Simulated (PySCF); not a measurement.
# Cl2H2SSi (Cl2HSi(SH)): the cost of one run

The runs use PySCF 2.14.0, with density-fitted response routines of our own; the level of theory stands in each step. All values are computed, except where a source is named. Atoms count from 0, in the outputs and in this text.

## (1) Starting geometry

6 atoms, charge 0, multiplicity 1; geometry from: GFN2-xTB.

Bonds of the start (Å): S0–Si1 2.15, Si1–Cl2 2.00, Si1–Cl3 2.02, S0–H4 1.33, Si1–H5 1.45.

## (2) Relaxing the molecule at PBE0-D3(BJ)/def2-SVP

Job settings and geometry (Å):

```
{"job": {"xc": "PBE0", "basis": "def2-SVP", "d3": "d3bj", "grid": 1, "kind": "geom"}, "charge": 0, "multiplicity": 1}
S      1.377996    -0.916280    -0.461077
Si    -0.476406    -0.008110     0.150884
Cl    -1.967000    -1.048408    -0.688018
Cl    -0.521957     1.921292    -0.429774
H      2.152598     0.124620    -0.191260
H     -0.562109    -0.071123     1.597670
```

The run is started by

```
$ OMP_NUM_THREADS=1 python probes_run.py task.json out
```

One launch serves the whole session: the jobs run in the order shown.

**Question.** How long does this first job take on 1 thread of Arm Neoverse V1, shared host, and how much memory does it need?

About 21 s, with a peak of 0.36 GiB.
